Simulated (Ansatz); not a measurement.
# C2H5Cl3Sn: one species, many methods

The task here is to estimate one member of a computed series from the others.

Program: Ansatz 0.2.0, Gaussian basis. Level of theory: functionals in def2-TZVPP, the program's frozen cores in correlated methods. These are calculated values, not measurements.

Plan: LDA (SPW92), PBE-D4, revPBE-D4, BLYP-D4, r2SCAN-D4, B97M-V, PBE0-D4, B3LYP-D4, r2SCANh-D4, r2SCAN0-D4, HSE06-D4, BHLYP-D4, CAM-B3LYP-D4, LC-ωPBE, ωB97X-V, ωB97M-V, B2PLYP, PBE-QIDH; CCSD(T)/def2-SVP; MP2/def2-TZVPP; MP2/def2-QZVPP; RPA on PBE.

**Structure used throughout**

All runs share one geometry, relaxed beforehand with PBE0-D4 in a triple-zeta def2 set. Sn takes the def2 core potential; no spin-orbit term is included.

SMILES `C[CH2][Sn]([Cl])([Cl])[Cl]`, 11 atoms, charge 0, spin multiplicity 1.

Atoms are counted from 1 here; the program's logs count them from 0.

Bond lengths: C1–C2 1.519 Å, C1–H7 1.092 Å, C1–H8 1.092 Å, C1–H9 1.093 Å, C2–Sn3 2.131 Å, C2–H10 1.092 Å, C2–H11 1.092 Å, Sn3–Cl4 2.314 Å, Sn3–Cl5 2.314 Å, Sn3–Cl6 2.311 Å. Angles: C2–C1–H7 111.8°, C2–C1–H8 111.8°, C2–C1–H9 110.1°, H7–C1–H8 107.9°, H7–C1–H9 107.6°, H8–C1–H9 107.6°, C1–C2–Sn3 112.0°, C1–C2–H10 112.6°, C1–C2–H11 112.6°, Sn3–C2–H10 105.6°, Sn3–C2–H11 105.6°, H10–C2–H11 108.1°, C2–Sn3–Cl4 111.3°, C2–Sn3–Cl5 111.3°, C2–Sn3–Cl6 113.7°, Cl4–Sn3–Cl5 106.3°, Cl4–Sn3–Cl6 106.9°, Cl5–Sn3–Cl6 106.9°.

Set-up of the first run:

in.yaml reads:

```yaml
crystal:
  periodic: [false, false, false]
  atoms:
    - {symbol: C, position_ang: [0.689745, -1.378922, 0.274519]}
    - {symbol: C, position_ang: [0.032861, -0.144539, 0.867405]}
    - {symbol: Sn, position_ang: [-0.588149, 1.228472, -0.638912]}
    - {symbol: Cl, position_ang: [-2.104514, 0.255391, -2.091168]}
    - {symbol: Cl, position_ang: [1.200271, 1.921777, -1.933629]}
    - {symbol: Cl, position_ang: [-1.589599, 3.135114, 0.200187]}
    - {symbol: H, position_ang: [1.581100, -1.125383, -0.302942]}
    - {symbol: H, position_ang: [0.008510, -1.924388, -0.381722]}
    - {symbol: H, position_ang: [0.996141, -2.060660, 1.072350]}
    - {symbol: H, position_ang: [0.706443, 0.417772, 1.517082]}
    - {symbol: H, position_ang: [-0.867606, -0.381633, 1.437432]}
basis:
  gaussian: {orbitals: def2-TZVPP}
hamiltonian: {xc: lda}
output: {orbitals: {seedname: orbitals}}
```

The run is started by

```bash
> ansatz run in.yaml --threads 4 --pin off --events-out ev --progress --plain --max-ram 11315MiB
```

Among the steps run: LDA; PBE-D4 (GGA); revPBE-D4 (GGA); BLYP-D4 (GGA); r2SCAN-D4 (meta-GGA); B97M-V (meta-GGA); PBE0-D4 (hybrid); B3LYP-D4 (hybrid); r2SCANh-D4 (hybrid); r2SCAN0-D4 (hybrid); HSE06-D4 (hybrid); BHLYP-D4 (hybrid); CAM-B3LYP-D4 (range-separated); LC-ωPBE (range-separated); ωB97X-V (range-separated); ωB97M-V (range-separated); B2PLYP (double hybrid); PBE-QIDH (double hybrid).

One of the session's tables, all rows but one given; the rest of the session is left out.

It belongs to the step «Frontier levels by functional». 

```
  functional  HOMO (eV)  LUMO (eV)  gap (eV)
 LDA (SPW92)      -7.63      -3.16      4.46
      PBE-D4      -7.48      -2.86      4.62
   revPBE-D4      -7.43      -2.76      4.67
     BLYP-D4      -7.33      -2.79      4.54
   r2SCAN-D4      -7.79      -2.67      5.12
      B97M-V      -7.85      -2.57      5.28
     PBE0-D4          ?          ?         ?
    B3LYP-D4      -8.48      -2.24      6.24
  r2SCANh-D4      -8.23      -2.34      5.90
  r2SCAN0-D4      -8.91      -1.83      7.08
    HSE06-D4      -8.32      -2.32      6.00
    BHLYP-D4      -9.81      -0.95      8.86
CAM-B3LYP-D4     -10.00      -0.94      9.05
     LC-ωPBE     -11.33       0.29     11.61
     ωB97X-V     -10.97       0.18     11.15
     ωB97M-V     -10.81       0.07     10.88
```

Estimate the missing values for PBE0-D4.

As computed: HOMO (eV): -8.71; LUMO (eV): -1.95; gap (eV): 6.76. In the column «HOMO (eV)» it lies between r2SCAN0-D4 (-8.91) and B3LYP-D4 (-8.48).
